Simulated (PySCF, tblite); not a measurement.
# C8H14Si: geometry, infrared bands and NMR shifts

What infrared bands and NMR shifts should C8H14Si (`C#CC/C([SiH3])=C/CCC`) show?

Programs: tblite 0.8.0 and PySCF 2.14.0, with density-fitted response routines of our own. Each step states its level of theory. These are calculated values for one molecule in the gas phase, unless marked as measured. Atoms are numbered from 0 throughout.

## 1. Starting geometry

23 atoms, charge 0, multiplicity 1; geometry from: force field or distance geometry start.

Bonds of the start (Å): C0–C1 1.22, C1–C2 1.47, C2–C3 1.51, C3–Si4 1.82, C3–C5 1.33, C5–C6 1.48, C6–C7 1.53, C7–C8 1.50, C0–H9 1.06, C2–H10 1.08, C2–H11 1.11, Si4–H12 1.48, Si4–H13 1.50, Si4–H14 1.45, C5–H15 1.08, C6–H16 1.10, C6–H17 1.10, C7–H18 1.09, C7–H19 1.12, C8–H20 1.10, C8–H21 1.13, C8–H22 1.13.

## 2. Relaxing the molecule with GFN2-xTB

The job: settings as JSON, then the geometry in Å.

```
{"job": {"kind": "relax", "xc": "GFN2-xTB", "basis": "xTB"}, "charge": 0, "multiplicity": 1}
C      4.482700    -0.033500    -0.276200
C      3.446200    -0.584600     0.046500
C      2.206000    -1.257100     0.445900
C      1.064600    -0.269800     0.324200
Si     1.133000     1.228400     1.352300
C      0.059600    -0.550600    -0.496300
C     -1.096100     0.358800    -0.672100
C     -2.309900    -0.469700    -0.257800
C     -3.598300     0.287100    -0.375400
H      5.367800     0.472900    -0.574900
H      2.245400    -1.622100     1.466700
H      1.950900    -2.094300    -0.237300
H      1.822800     0.893300     2.622700
H      2.010300     2.261600     0.712800
H     -0.146100     1.809200     1.720700
H      0.062800    -1.466500    -1.069700
H     -1.274600     0.627300    -1.722200
H     -1.088400     1.224900     0.002400
H     -2.165000    -0.813200     0.769800
H     -2.310900    -1.336400    -0.959500
H     -3.429500     1.320600    -0.707300
H     -4.264300    -0.190400    -1.150200
H     -4.173600     0.230900     0.590800
```

Started as:

```bash
OMP_NUM_THREADS=1 python probes_run.py task.json out
```

The driver reads the jobs from task.json and runs them one after another.

**Question.** This job is followed by: GFN2-xTB harmonic vibrations, gas phase; GIAO PBE0/pcSseg-1 NMR shielding, non-relativistic, gas phase. What will the session give for the following? strongest single infrared mode (GFN2-xTB); zero-point energy (GFN2-xTB); 13C shifts against TMS (PBE0/pcSseg-1); 1H shifts against TMS (PBE0/pcSseg-1, means over atoms taken as alike); 29Si shifts against TMS (PBE0/pcSseg-1).

The runs gave:

| quantity | value |
| --- | --- |
| strongest single infrared mode (GFN2-xTB) | 2221 cm⁻¹, 343 km/mol |
| zero-point energy (GFN2-xTB) | 116.6 kcal/mol |
| 13C shifts against TMS (PBE0/pcSseg-1) | 155.0, 133.4, 87.2, 77.1, 41.4, 33.5, 28.1, 17.2 ppm |
| 1H shifts against TMS (PBE0/pcSseg-1, means over atoms taken as alike) | 6.57, 4.24, 3.07, 2.02, 1.51, 1.34, 1.09 ppm |
| 29Si shifts against TMS (PBE0/pcSseg-1) | -84.1 ppm |

**Reading.** Relaxing lowered the energy by 0.584 eV in 120 steps; the close pair that moved most is C3–Si4, from 1.818 to 1.890 Å. No mode is imaginary among the 63: a minimum at this level. The strongest single mode, at 2221 cm⁻¹, moves mainly H14. Unscaled tight-binding wavenumbers are off by several per cent, some by more. Its intensities can rank the bands wrongly. The most deshielded hydrogen is H15 (hydrogen on an alkene CH), at 6.57 ppm: a vinylic proton, deshielded by the sp2 carbon and the C=C anisotropy. At PBE0/pcSseg-1: The widest tensor belongs to C1: span 296 ppm, with a paramagnetic part of -164 ppm.
